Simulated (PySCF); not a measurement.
# C₄H₈BFO₂: circular dichroism and optical rotation

What do calculations give for the circular dichroism and optical rotation of C₄H₈BFO₂ (`C[C@H]1COBO[C@H]1F`)?

Programs: PySCF 2.14.0, with routines of our own; each step states its level. All values are computed. Atoms count from 0.

## 1. The starting structure

16 atoms, charge 0, multiplicity 1; geometry from: GFN2-xTB.

## 2. Circular dichroism and optical rotation: TDDFT LC-wPBE/def2-SVPD

The job: settings as JSON, then the geometry in Å.

```
{"job": {"kind": "ecd", "xc": "LC-wPBE", "basis": "def2-SVPD", "nstates": 8}, "charge": 0, "multiplicity": 1}
C     -1.872054    -0.405055    -0.210062
C     -0.399508    -0.087433    -0.435589
C     -0.004730     1.276847     0.138940
O      1.389524     1.502931     0.047538
B      2.243606     0.472192     0.016944
O      1.850482    -0.840379     0.059733
C      0.514216    -1.131780     0.219137
F      0.230686    -1.181419     1.572928
H     -2.127527    -1.353915    -0.675611
H     -2.084840    -0.474023     0.853804
H     -2.494979     0.374542    -0.640786
H     -0.166112    -0.098835    -1.505955
H     -0.298338     1.332558     1.194168
H     -0.498446     2.085320    -0.409332
H      3.384669     0.685844    -0.079213
H      0.325750    -2.148453    -0.158056
```

Method: TDDFT LC-wPBE/def2-SVPD circular dichroism and optical rotation, one conformer, gas phase.

Started as:

```
$ OMP_NUM_THREADS=1 python excited_run.py task.json out
```

One launch serves the whole session: the jobs run in the order shown.

The program printed:

```text
coarse grid: 13648 points
cycle   1  E = -431.6717926946  dE =  1.615e+00  |g| = 9.358e-01  |ddm| = 6.092e+00
cycle   2  E = -431.6913139015  dE = -1.952e-02  |g| = 9.646e-01  |ddm| = 2.375e+00
cycle   3  E = -431.8448079285  dE = -1.535e-01  |g| = 6.089e-02  |ddm| = 1.374e+00
cycle   4  E = -431.8456623610  dE = -8.544e-04  |g| = 3.221e-02  |ddm| = 1.958e-01
cycle   5  E = -431.8458890365  dE = -2.267e-04  |g| = 1.055e-02  |ddm| = 6.500e-02
cycle   6  E = -431.8459072658  dE = -1.823e-05  |g| = 3.052e-03  |ddm| = 2.001e-02
cycle   7  E = -431.8459096020  dE = -2.336e-06  |g| = 6.997e-04  |ddm| = 7.712e-03
final grid: 133040 points
cycle   8  E = -431.9353906844  dE = -4.718e-05  |g| = 9.816e-03  |ddm| = 1.048e-01
cycle   9  E = -431.9353900179  dE =  6.666e-07  |g| = 1.070e-02  |ddm| = 2.474e-02
cycle  10  E = -431.9354067915  dE = -1.677e-05  |g| = 4.814e-04  |ddm| = 1.030e-02
cycle  11  E = -431.9354070970  dE = -3.055e-07  |g| = 2.895e-04  |ddm| = 1.553e-03
cycle  12  E = -431.9354068925  dE =  2.045e-07  |g| = 8.125e-05  |ddm| = 6.274e-04
cycle  13  E = -431.9354071171  dE = -2.246e-07  |g| = 2.201e-05  |ddm| = 1.483e-04
cycle  14  E = -431.9354071173  dE = -1.809e-10  |g| = 6.112e-06  |ddm| = 7.309e-05
converged SCF energy = -431.9354071173

Singlet excitations and rotatory strengths (1e-40 esu^2 cm^2)
state   eV       nm     f(len)   f(vel)    R(len)    R(vel)   main configurations
  1   8.4697   146.4  0.00354  0.00359    12.547    12.823   H->L+2 0.41, H->L+3 0.15, H->L+4 0.13
  2   8.9518   138.5  0.06263  0.06209    18.541    13.821   H-1->L+2 0.33, H-1->L+3 0.18, H-1->L 0.13
  3   9.0185   137.5  0.01351  0.01421   -42.080   -43.110   H->L 0.59, H->L+5 0.11
  4   9.1101   136.1  0.03626  0.03851    10.961    16.129   H-2->L+2 0.24, H-2->L+3 0.13, H-1->L+2 0.09
  5   9.1539   135.4  0.00521  0.00461    17.931    17.431   H-1->L 0.57, H-1->L+5 0.10, H-1->L+2 0.10
  6   9.6254   128.8  0.02687  0.02503     1.661     1.539   H->L+3 0.36, H-2->L 0.21, H->L+2 0.12
  7   9.8932   125.3  0.03861  0.03778   -11.872   -11.252   H->L+1 0.54, H->L+2 0.10
  8   9.9463   124.7  0.00875  0.00857   -27.302   -26.759   H->L+4 0.34, H-2->L 0.16, H->L+2 0.09

Specific rotation (deg / (dm g/mL))
    nm     length   length(OI)   velocity    alpha(len)  alpha(vel)
  633.0     -26.77     -25.66     -25.29       64.787     64.184
  589.3     -31.02     -29.73     -29.32       64.947     64.342
  546.0     -36.33     -34.82     -34.35       65.145     64.539
  436.0     -58.15     -55.71     -55.09       65.961     65.346
  405.0     -67.97     -65.10     -64.45       66.328     65.710
  365.0     -84.82     -81.20     -80.54       66.961     66.337
  355.0     -90.01     -86.16     -85.52       67.157     66.531
```

Wall time 99 s (1 thread of Arm Neoverse V1, shared host); peak memory 0.88 GiB.

## 3. Outcome

| quantity | value |
| --- | --- |
| state of largest rotatory strength (velocity form) among 8 (step 2, TDDFT LC-wPBE/def2-SVPD) | 9.02 eV, R = -43.1 (velocity), -42.1 (length) ·10⁻⁴⁰ esu² cm² |
| specific rotation at 633.0 nm (step 2, TDDFT LC-wPBE/def2-SVPD) | -25.3 (velocity), -26.8 (length) |

**Reading.** Rotations belong to one conformer.
